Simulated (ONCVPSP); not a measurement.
**Pseudopotential generation for fluorine: ONCV, PBEsol**

Aim: build the potential from the settings below, then test how well it stands in for the atom: other configurations, scattering, ghost states and the plane-wave cutoff that it needs.

The numbers are computed with ONCVPSP 4.0.1.1 (patched build) (PBEsol, scalar-relativistic, spin-unpolarised reference atom).

## 1. The design

Typed settings, in words:

* element: fluorine (F, Z = 9)
* type: optimised norm-conserving Vanderbilt (ONCV)
* frozen core: [He]
* valence charge: 7
* reference configuration: 2s2 2p5
* partial waves: 2s: rc 0.75 bohr, ncon 5, nbas 8, qcut 10.5 1/bohr, 2 projectors, debl 3.4 Ha; 2p: rc 1.00 bohr, ncon 3, nbas 8, qcut 11.2 1/bohr, 3 projectors, debl 0.3 Ha; d scattering state at 0.08 Ha: rc 1.00 bohr, ncon 4, nbas 8, qcut 10 1/bohr, 3 projectors, debl 1.9 Ha
* local potential: polynomial inside 0.75 bohr (lpopt 5, dvloc0 0 Ha)
* core correction: not asked for

The outer shells as boxes (Hund's rule for the drawing; the calculation is spin-unpolarised):

```
[He] core
2s [↑↓]
2p [↑↓][↑↓][↑ ]
```

An earlier all-electron run gives the scale for the radii.

All-electron outer shells of the reference configuration (PBEsol, scalar-relativistic, ld1.x):

| shell | level (eV) | outermost node (bohr) | outermost maximum (bohr) |
| --- | --- | --- | --- |
| 1s | -661.16 | – | 0.11 |
| 2s | -29.72 | 0.24 | 0.76 |
| 2p | -11.05 | – | 0.71 |

## 2. The generation run

F.dat

```
# ATOM AND REFERENCE CONFIGURATION
# atsym  z   nc   nv     iexc    psfile
  F 9.00    1    2  -116133      upf
#
#   n    l    f
    1    0    2.00
    2    0    2.00
    2    1    5.00
#
# PSEUDOPOTENTIAL AND OPTIMIZATION
# lmax
    2
#
#   l,   rc,      ep,       ncon, nbas, qcut
    0    0.75    0.00    5    8   10.50
    1    1.00    0.00    3    8   11.20
    2    1.00    0.08    4    8   10.00
#
# LOCAL POTENTIAL
# lloc, lpopt,  rc(5),   dvloc0
    4    5    0.75    0.00
#
# VANDERBILT-KLEINMAN-BYLANDER PROJECTORs
# l, nproj, debl
    0    2    3.40
    1    3    0.30
    2    3    1.90
#
# MODEL CORE CHARGE
# icmod, fcfact, rcfact
    0    0.00    0.00
#
# LOG DERIVATIVE ANALYSIS
# epsh1, epsh2, depsh
   -3.00    5.00    0.02
#
# OUTPUT GRID
# rlmax, drl
    6.00    0.01
#
# TEST CONFIGURATIONS
# ncnf
    4
# nvcnf
#   n    l    f
    2
    2    0    2.00
    2    1    4.00
#
    2
    2    0    2.00
    2    1    3.00
#
    2
    2    0    2.00
    2    1    2.00
#
    2
    2    0    1.00
    2    1    5.00
#
```

Command:

```bash
$ oncvpsp.x < F.dat > F.out
```

What the program wrote to F.out (without the consistency checks and plot data):

```text
ONCVPSP  (Optimized Norm-Conservinng Vanderbilt PSeudopotential)
scalar-relativistic version 4.0.1.1, modified

#   n    l    f        energy (Ha)
    1    0    2.00    -2.4297297E+01
    2    0    2.00    -1.0922101E+00
    2    1    5.00    -4.0614829E-01

Reference configufation results
  iterations    20
  all-electron total energy (Ha)   -9.94479506D+01

Begin loop to  construct optimized pseudo wave functions
and semi-local pseudopoentials for all angular momenta

   Wellstate for l =  0  n =  4
     eigenvalue =   2.3078
     asymptotic potential =   2.8078
     half-point radius =  2.9565

Calculating optimized projector #   1

 for l=   0

    Fraction of norm inside rc  0.323249
    Optimizing pswf for qcut=  10.52 a_B^-1,  ecut=  55.34 Ha
    Residual kinetic energy error=  1.14D-03 Ha

    Energy error per electron        Cutoff
         Ha          eV             Ha
         0.01000     0.27211       39.51
         0.00100     0.02721       56.62
         0.00010     0.00272      198.65
         0.00001     0.00027      266.73

Calculating optimized projector #   2

 for l=   0

    Fraction of norm inside rc  0.046504
    Optimizing pswf for qcut=  10.52 a_B^-1,  ecut=  55.34 Ha
    Residual kinetic energy error=  3.79D-04 Ha

    Energy error per electron        Cutoff
         Ha          eV             Ha
         0.01000     0.27211       29.14
         0.00100     0.02721       47.31
         0.00010     0.00272      171.50
         0.00001     0.00027      367.60

WARNING wellstate: negative energy specified for n= 3 l=  1
WARNING scattering state with energy  0.25000000
WARNING will be used for the first projector

   Wellstate for l =  1  n =  3
     eigenvalue =   0.2500
     asymptotic potential =   0.7500
     half-point radius =  6.5609

   Wellstate for l =  1  n =  4
     eigenvalue =   0.5500
     asymptotic potential =   1.0500
     half-point radius =  7.8261

Calculating optimized projector #   1

 for l=   1

    Fraction of norm inside rc  0.528219
    Optimizing pswf for qcut=  11.19 a_B^-1,  ecut=  62.66 Ha
    Residual kinetic energy error=  3.13D-05 Ha

    Energy error per electron        Cutoff
         Ha          eV             Ha
         0.01000     0.27211       38.84
         0.00100     0.02721       49.54
         0.00010     0.00272       57.92
         0.00001     0.00027      151.81

Calculating optimized projector #   2

 for l=   1

    Fraction of norm inside rc  0.049816
    Optimizing pswf for qcut=  11.19 a_B^-1,  ecut=  62.66 Ha
    Residual kinetic energy error=  4.64D-06 Ha

    Energy error per electron        Cutoff
         Ha          eV             Ha
         0.01000     0.27211       27.22
         0.00100     0.02721       41.01
         0.00010     0.00272       51.54
         0.00001     0.00027       59.84

Calculating optimized projector #   3

 for l=   1

    Fraction of norm inside rc  0.040099
    Optimizing pswf for qcut=  11.19 a_B^-1,  ecut=  62.66 Ha
    Residual kinetic energy error=  4.93D-06 Ha

    Energy error per electron        Cutoff
         Ha          eV             Ha
         0.01000     0.27211       26.89
         0.00100     0.02721       40.97
         0.00010     0.00272       51.70
         0.00001     0.00027       60.13

   Wellstate for l =  2  n =  3
     eigenvalue =   0.0800
     asymptotic potential =   0.5800
     half-point radius = 26.7898

   Wellstate for l =  2  n =  4
     eigenvalue =   1.9800
     asymptotic potential =   2.4800
     half-point radius =  3.4896

   Wellstate for l =  2  n =  5
     eigenvalue =   3.8800
     asymptotic potential =   4.3800
     half-point radius =  3.2243

Calculating optimized projector #   1

 for l=   2

    Fraction of norm inside rc  0.000007
    Optimizing pswf for qcut=   9.98 a_B^-1,  ecut=  49.83 Ha
    Residual kinetic energy error=  1.35D-09 Ha

    Energy error per electron        Cutoff
         Ha          eV             Ha
         0.01000     0.27211        0.07
         0.00100     0.02721        0.29
         0.00010     0.00272        0.80
         0.00001     0.00027        3.77

Calculating optimized projector #   2

 for l=   2

    Fraction of norm inside rc  0.036287
    Optimizing pswf for qcut=   9.98 a_B^-1,  ecut=  49.83 Ha
    Residual kinetic energy error=  1.44D-05 Ha

    Energy error per electron        Cutoff
         Ha          eV             Ha
         0.01000     0.27211       12.45
         0.00100     0.02721       26.08
         0.00010     0.00272       39.96
         0.00001     0.00027       51.76

Calculating optimized projector #   3

 for l=   2

    Fraction of norm inside rc  0.065607
    Optimizing pswf for qcut=   9.98 a_B^-1,  ecut=  49.83 Ha
    Residual kinetic energy error=  6.94D-05 Ha

    Energy error per electron        Cutoff
         Ha          eV             Ha
         0.01000     0.27211       19.91
         0.00100     0.02721       34.59
         0.00010     0.00272       47.91
         0.00001     0.00027       60.09

Construct Vanderbilt / Kleinmman-Bylander projectors

B matrix Hermiticity error, ll=   0
   1   2   -2.0637E-04

  Orthonormal projector coefficients  2.1830E+01  7.1677E+00

B matrix Hermiticity error, ll=   1
   1   2    2.3796E-05
   1   3   -3.2806E-05
   2   3    3.5702E-06

  Orthonormal projector coefficients -1.8412E+02 -5.3516E+00 -1.5755E+00

B matrix Hermiticity error, ll=   2
   1   2    1.6488E-07
   1   3   -5.7212E-07
   2   3    2.4944E-05

  Orthonormal projector coefficients -2.0853E+02 -2.7964E+00 -7.4338E-01

Pseudoatom total energy  -23.951146

Diagnostic tests using Vanderbilt-Kleinman-Bylander pseudopotentials
  1 or more projectors used as specified by nproj input data

   l    rcore       rmatch      e in        delta e   norm test  slope test

   0   0.7525286   0.7753770  -1.0922101  -0.0000290   1.0000659   1.0006719
   0   0.7525286   0.7753770   2.3077899   0.0000400   1.0002853   1.0002853

   1   1.0028271   1.0332751  -0.4061483  -0.0000659   1.0000317   0.9999104
   1   1.0028271   1.0332751   0.2500000  -0.0000811   1.0001039   1.0001039
   1   1.0028271   1.0332751   0.5500000  -0.0000697   1.0001182   1.0001182

   2   1.0028271   1.0332751   0.0800000   0.0002688   1.0000737   1.0000737
   2   1.0028271   1.0332751   1.9800000   0.0002331   1.0001228   1.0001228
   2   1.0028271   1.0332751   3.8800000   0.0001785   1.0001940   1.0001940

 Testing for bound ghosts
   n   l    E NL Schr. Eq   E Basis Diag.   E Cutoff

   1   0       -1.092239       -1.017262    460.12

   2   1       -0.406214       -0.378890    391.94

       2                      -13.115000    436.81  WARNING - GHOST(-)

 Testing for highly-localized positive-energy ghosts
       l    <radius>/rc     E Basis Diag.   E Cutoff

Test configuration 0

   n   l     f        eae           eps        diff
   1   0  2.0000  -24.29729709
   2   0  2.0000   -1.09221012   -1.09223914   -2.90D-05
   2   1  5.0000   -0.40614829   -0.40621415   -6.59D-05

    Total energies and differences
      AE_ref= -9.94479506D+01  AE_tst= -9.94479506D+01  dif=  0.00D+00
      PS_ref= -2.39511457D+01  PS_tst= -2.39511457D+01  dif= -1.78D-14
      PSP excitation error=  1.78D-14

Test configuration 1

   n   l     f        eae           eps        diff
   1   0  2.0000  -25.05871057
   2   0  2.0000   -1.73391728   -1.73416151   -2.44D-04
   2   1  4.0000   -1.03707069   -1.03626849    8.02D-04

    Total energies and differences
      AE_ref= -9.94479506D+01  AE_tst= -9.87380723D+01  dif=  7.10D-01
      PS_ref= -2.39511457D+01  PS_tst= -2.32414541D+01  dif=  7.10D-01
      PSP excitation error=  1.87D-04

Test configuration 2

   n   l     f        eae           eps        diff
   1   0  2.0000  -26.01773783
   2   0  2.0000   -2.48991970   -2.48926033    6.59D-04
   2   1  3.0000   -1.79621314   -1.79185481    4.36D-03

    Total energies and differences
      AE_ref= -9.94479506D+01  AE_tst= -9.73313756D+01  dif=  2.12D+00
      PS_ref= -2.39511457D+01  PS_tst= -2.18369479D+01  dif=  2.11D+00
      PSP excitation error=  2.38D-03

Test configuration 3

   n   l     f        eae           eps        diff
   1   0  2.0000  -27.15917811
   2   0  2.0000   -3.34176194   -3.33736484    4.40D-03
   2   1  2.0000   -2.66750771   -2.65409532    1.34D-02

    Total energies and differences
      AE_ref= -9.94479506D+01  AE_tst= -9.51084546D+01  dif=  4.34D+00
      PS_ref= -2.39511457D+01  PS_tst= -1.96222184D+01  dif=  4.33D+00
      PSP excitation error=  1.06D-02

Test configuration 4

   n   l     f        eae           eps        diff
   1   0  2.0000  -25.05902907
   2   0  1.0000   -1.74046665   -1.74093157   -4.65D-04
   2   1  5.0000   -1.04174687   -1.04244672   -7.00D-04

    Total energies and differences
      AE_ref= -9.94479506D+01  AE_tst= -9.80402853D+01  dif=  1.41D+00
      PS_ref= -2.39511457D+01  PS_tst= -2.25432637D+01  dif=  1.41D+00
      PSP excitation error= -2.17D-04
```

It took 7.7 s on 1 thread of Neoverse-N1, shared host.

The projector energies used in the p channel were -0.406, 0.250, 0.550 Ha; the program set a typed value aside.

All-electron and pseudo partial waves u(r) = r·R(r), from the program's wave files:

| r (bohr) | 2s AE | 2s PS | 2p AE | 2p PS |
| --- | --- | --- | --- | --- |
| 0.050 | -0.3814 | 0.0457 | 0.0428 | 0.0184 |
| 0.100 | -0.4479 | 0.0975 | 0.1386 | 0.0716 |
| 0.150 | -0.3506 | 0.1594 | 0.2548 | 0.1541 |
| 0.200 | -0.1763 | 0.2325 | 0.3734 | 0.2582 |
| 0.250 | 0.0251 | 0.3165 | 0.4846 | 0.3753 |
| 0.300 | 0.2250 | 0.4105 | 0.5834 | 0.4962 |
| 0.350 | 0.4084 | 0.5124 | 0.6680 | 0.6119 |
| 0.400 | 0.5678 | 0.6182 | 0.7380 | 0.7146 |
| 0.450 | 0.7011 | 0.7213 | 0.7942 | 0.7992 |
| 0.500 | 0.8077 | 0.8142 | 0.8370 | 0.8629 |
| 0.550 | 0.8897 | 0.8912 | 0.8682 | 0.9062 |
| 0.600 | 0.9496 | 0.9498 | 0.8890 | 0.9314 |
| 0.650 | 0.9898 | 0.9897 | 0.9008 | 0.9408 |
| 0.700 | 1.0134 | 1.0133 | 0.9050 | 0.9384 |
| 0.750 | 1.0230 | 1.0229 | 0.9029 | 0.9274 |
| 0.800 | 1.0212 | 1.0211 | 0.8956 | 0.9111 |
| 0.850 | 1.0100 | 1.0099 | 0.8840 | 0.8919 |
| 0.900 | 0.9913 | 0.9913 | 0.8690 | 0.8718 |
| 0.950 | 0.9669 | 0.9669 | 0.8513 | 0.8517 |
| 1.000 | 0.9381 | 0.9380 | 0.8315 | 0.8315 |
| 1.050 | 0.9060 | 0.9059 | 0.8102 | 0.8102 |
| 1.100 | 0.8716 | 0.8716 | 0.7877 | 0.7877 |
| 1.150 | 0.8357 | 0.8357 | 0.7645 | 0.7644 |
| 1.200 | 0.7990 | 0.7990 | 0.7407 | 0.7407 |
| 1.250 | 0.7620 | 0.7619 | 0.7167 | 0.7166 |
| 1.300 | 0.7250 | 0.7250 | 0.6926 | 0.6925 |

## 3. The configuration tests of the same run

Energies count from the reference configuration 2s2 2p5; the error is all-electron less pseudo.

```csv
valence configuration,charge,ΔE all-electron (eV),error AE − PS (meV)
2s2 2p4,+1,19.317,+5.1
2s2 2p3,+2,57.595,+65
2s2 2p2,+3,118.085,+288
2s1 2p5,+1,38.305,-5.9
```

## 4. Logarithmic derivatives

Taken from the files of the generation run. The phase is arctan(r·R′/R) of the radial function R, unwrapped, with energies in Ha. A pole is an energy at which the radial function vanishes at the test radius. The pseudo phase is shifted by a multiple of π to meet the all-electron one at the reference energy. Levels narrower than the energy grid can be missing from the poles. The last column is the largest difference on the grid between −0.5 and +0.5 Ha.

| channel | radius (bohr) | reference (Ha) | poles AE | poles PS | window around the reference with phases within 0.05 rad (Ha) | largest difference near zero (rad) |
| --- | --- | --- | --- | --- | --- | --- |
| s | 0.76 | -1.09 | none | none | the whole range | 0.000 |
| p | 1.01 | -0.41 | 2.07 | 2.07 | the whole range | 0.000 |
| d | 1.01 | 0.08 | none | none | the whole range | 0.000 |

Phases (rad) along the scan:

| E (Ha) | d AE | d PS | p AE | p PS |
| --- | --- | --- | --- | --- |
| -2.98 | 1.133 | 1.133 | 0.691 | 0.691 |
| -2.54 | 1.107 | 1.107 | 0.513 | 0.513 |
| -2.10 | 1.078 | 1.078 | 0.259 | 0.259 |
| -1.66 | 1.043 | 1.043 | -0.079 | -0.079 |
| -1.22 | 1.002 | 1.002 | -0.453 | -0.453 |
| -0.78 | 0.954 | 0.954 | -0.778 | -0.778 |
| -0.34 | 0.895 | 0.895 | -1.020 | -1.020 |
| 0.10 | 0.822 | 0.822 | -1.190 | -1.190 |
| 0.54 | 0.731 | 0.731 | -1.314 | -1.314 |
| 0.98 | 0.616 | 0.616 | -1.407 | -1.407 |
| 1.42 | 0.471 | 0.471 | -1.482 | -1.482 |
| 1.86 | 0.290 | 0.290 | -1.544 | -1.544 |
| 2.30 | 0.073 | 0.073 | -1.599 | -1.599 |
| 2.74 | -0.166 | -0.166 | -1.650 | -1.650 |
| 3.18 | -0.403 | -0.403 | -1.699 | -1.699 |
| 3.62 | -0.615 | -0.615 | -1.748 | -1.748 |
| 4.06 | -0.792 | -0.792 | -1.802 | -1.802 |
| 4.50 | -0.933 | -0.933 | -1.861 | -1.861 |
| 4.94 | -1.045 | -1.045 | -1.931 | -1.931 |

## 5. Plane-wave cutoff and ghosts

Read off the output, the cutoffs (Ha) at which the residual kinetic energy of the hardest occupied pseudo-wave falls to 1 and 0.1 mHa per electron: 57 Ha and 199 Ha.

The program's own ghost test: GHOST(-) flagged for d at -356.9 eV; no localised positive-energy state flagged.

Cutoff (Ha) at which the first wave of each channel reaches a given error (Ha per electron):

| error | s | p | d |
| --- | --- | --- | --- |
| 1.0e-02 | 39.5 | 38.8 | 0.1 |
| 3.2e-03 | 47.9 | 44.6 | 0.2 |
| 1.0e-03 | 56.6 | 49.5 | 0.3 |
| 3.2e-04 | 100.2 | 53.8 | 0.4 |
| 1.0e-04 | 198.6 | 57.9 | 0.8 |
| 3.2e-05 | 239.0 | 63.7 | 1.7 |
| 1.0e-05 | 266.7 | 151.8 | 3.8 |

## 6. Summary of results

| quantity | value |
| --- | --- |
| cutoffs for 1 and 0.1 mHa per electron, occupied waves | 57 Ha and 199 Ha |
| bound ghosts | d at -356.88 eV |
| GHOST(+) flags | none at low energy |
| largest test error (AE − PS) | +288 meV, for 2s2 2p2 |
| largest phase difference near zero energy, channels read | 0.000 rad |
| projector energies reset by the program | p: -0.406, 0.250, 0.550 Ha |

**Reading.** A bound ghost (d) makes it unfit for use: electrons can fall into a state that the atom doesn't have. By total energies transferability is fair for so large an energy: the largest error is 288 meV on 118.1 eV, for 2s2 2p2. That test lies far up in energy; among those under 40 eV, nearer to bonding, the largest error is 5.9 meV. By its cutoff, 57 Ha for the looser tolerance, it is hard. The tighter tolerance needs 199 Ha, and converged work needs a cutoff nearer that. Near zero energy the phases of the channels with partial waves agree within 0.001 rad. These are tests on the free atom; a crystal test is still owed.
